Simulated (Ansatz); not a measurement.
**Cl2GeH4OSi: up Jacob's ladder to CCSD(T)**

One table from this session's results is given with a row withheld; the runs are named, their logs left out.

Computed with Ansatz 0.2.0, Gaussian basis. Level: functionals in def2-TZVPP, the program's frozen cores in correlated methods.

Plan: LDA (SPW92), PBE-D4, revPBE-D4, BLYP-D4, r2SCAN-D4, B97M-V, PBE0-D4, B3LYP-D4, r2SCANh-D4, r2SCAN0-D4, HSE06-D4, BHLYP-D4, CAM-B3LYP-D4, LC-ωPBE, ωB97X-V, ωB97M-V, B2PLYP, PBE-QIDH; CCSD(T)/def2-SVP; CCSD(T)/def2-TZVPP; MP2/def2-QZVPP; extrapolation to the limit; RPA on PBE.

## The relaxed structure

An earlier PBE0-D4 in a triple-zeta def2 set relaxation fixed the geometry.

SMILES `O[SiH](Cl)[GeH2][Cl]`, 9 atoms, charge 0, spin multiplicity 1.

Atoms are counted from 1 here; the program's logs count them from 0.

Bond lengths: O1–Si2 1.631 Å, O1–H6 0.963 Å, Si2–Cl3 2.055 Å, Si2–Ge4 2.390 Å, Si2–H7 1.477 Å, Ge4–Cl5 2.183 Å, Ge4–H8 1.534 Å, Ge4–H9 1.537 Å. Angles: Si2–O1–H6 116.3°, O1–Si2–Cl3 112.3°, O1–Si2–Ge4 107.2°, O1–Si2–H7 107.3°, Cl3–Si2–Ge4 106.7°, Cl3–Si2–H7 107.6°, Ge4–Si2–H7 115.9°, Si2–Ge4–Cl5 100.2°, Si2–Ge4–H8 116.6°, Si2–Ge4–H9 116.1°, Cl5–Ge4–H8 106.2°, Cl5–Ge4–H9 105.7°, H8–Ge4–H9 110.5°.

Set-up of the first run:

in.yaml

```yaml
crystal:
  periodic: [false, false, false]
  atoms:
    - {symbol: O, position_ang: [1.220725, 1.568991, -0.053095]}
    - {symbol: Si, position_ang: [1.127860, -0.040799, 0.190810]}
    - {symbol: Cl, position_ang: [1.958174, -1.113648, -1.352846]}
    - {symbol: Ge, position_ang: [-1.191497, -0.612002, 0.255027]}
    - {symbol: Cl, position_ang: [-2.000306, 0.911027, -1.083645]}
    - {symbol: H, position_ang: [0.555899, 1.951027, -0.635173]}
    - {symbol: H, position_ang: [1.900784, -0.344007, 1.412131]}
    - {symbol: H, position_ang: [-1.581741, -1.965756, -0.351732]}
    - {symbol: H, position_ang: [-1.901499, -0.401133, 1.601625]}
basis:
  gaussian: {orbitals: def2-TZVPP}
hamiltonian: {xc: lda}
output: {orbitals: {seedname: orbitals}}
```

On the command line:

```bash
ansatz run in.yaml --threads 4 --pin off --events-out ev --progress --plain --max-ram 10444MiB
```

Among the steps run: LDA; PBE-D4 (GGA); revPBE-D4 (GGA); BLYP-D4 (GGA); r2SCAN-D4 (meta-GGA); B97M-V (meta-GGA); PBE0-D4 (hybrid); B3LYP-D4 (hybrid); r2SCANh-D4 (hybrid); r2SCAN0-D4 (hybrid); HSE06-D4 (hybrid); BHLYP-D4 (hybrid); CAM-B3LYP-D4 (range-separated); LC-ωPBE (range-separated); ωB97X-V (range-separated); ωB97M-V (range-separated); B2PLYP (double hybrid); PBE-QIDH (double hybrid).

One table of the session follows, with a row left open; its other results are not shown here.

It belongs to the step «Orbital energies across the functionals». 

```
  functional  HOMO (eV)  gap (eV)
 LDA (SPW92)      -7.05      4.76
      PBE-D4      -6.93      4.92
   revPBE-D4      -6.88      4.99
     BLYP-D4          ?         ?
   r2SCAN-D4      -7.24      5.45
      B97M-V      -7.34      5.51
     PBE0-D4      -8.14      6.95
    B3LYP-D4      -7.94      6.55
  r2SCANh-D4      -7.68      6.18
  r2SCAN0-D4      -8.34      7.27
    HSE06-D4      -7.75      6.18
    BHLYP-D4      -9.25      8.97
CAM-B3LYP-D4      -9.43      9.27
     LC-ωPBE     -10.72     11.70
     ωB97X-V     -10.40     11.25
     ωB97M-V     -10.18     10.84
```

Estimate the missing values for BLYP-D4.

Worked estimate for «HOMO (eV)». Against the share of exact exchange, B3LYP-D4 (0.2, -7.94), BHLYP-D4 (0.5, -9.25) give a slope of -4.37 per unit share; at 0 the line stands at -7.07.

**Answer.** HOMO (eV): -6.80; gap (eV): 4.93. In «HOMO (eV)» the line misses by -0.27.
